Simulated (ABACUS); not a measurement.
Input of an ABACUS 3.10.1 run:

File INPUT:

```
INPUT_PARAMETERS
suffix              ScSi2
calculation         scf
basis_type          pw
pseudo_dir          ./
symmetry            1
dft_functional      pbe
ecutwfc             79
pseudo_rcut         10
nspin               1
nbands              14
ks_solver           dav
smearing_method     fd
smearing_sigma      0.00367493
scf_thr             1e-08
scf_nmax            100
mixing_type         broyden
mixing_beta         0.7
cal_force           1
cal_stress          1
kpar                4
```

STRU

```
ATOMIC_SPECIES
Sc 44.9559 Sc.upf
Si 28.0850 Si.upf

LATTICE_CONSTANT
1.8897261246

LATTICE_VECTORS
3.6600000000 0.0000000000 0.0000000000
-1.8300000000 3.1696529779 0.0000000000
0.0000000000 0.0000000000 3.8700000000

ATOMIC_POSITIONS
Direct

Sc
0.0
1
0.0000000000 0.0000000000 0.0000000000 1 1 1

Si
0.0
2
0.6666666667 0.3333333333 0.5000000000 1 1 1
0.3333333333 0.6666666667 0.5000000000 1 1 1
```

The input KPT:

```
K_POINTS
0
Gamma
8 8 7 0 0 0
```

Potentials or basis: PseudoDojo NC SR 0.4.1 PBE standard, plane waves.

Command:

```sh
$ OMP_NUM_THREADS=1 mpirun -np 4 abacus > log
```

What does it give for the pressure?

24.9 GPa.

What does it give for the band gap on the k mesh?

None (metal or under the smearing width).

Stress tensor (GPa, compression positive):
```
36.92  0.00  0.00
 0.00 36.92  0.00
 0.00  0.00  0.83
```

Caveat: there are fewer bands than atomic start orbitals, so a level may be missed at k points of high symmetry; so large a pressure means that the cell lies far from this level's equilibrium, or that cutoff or potentials fall short.
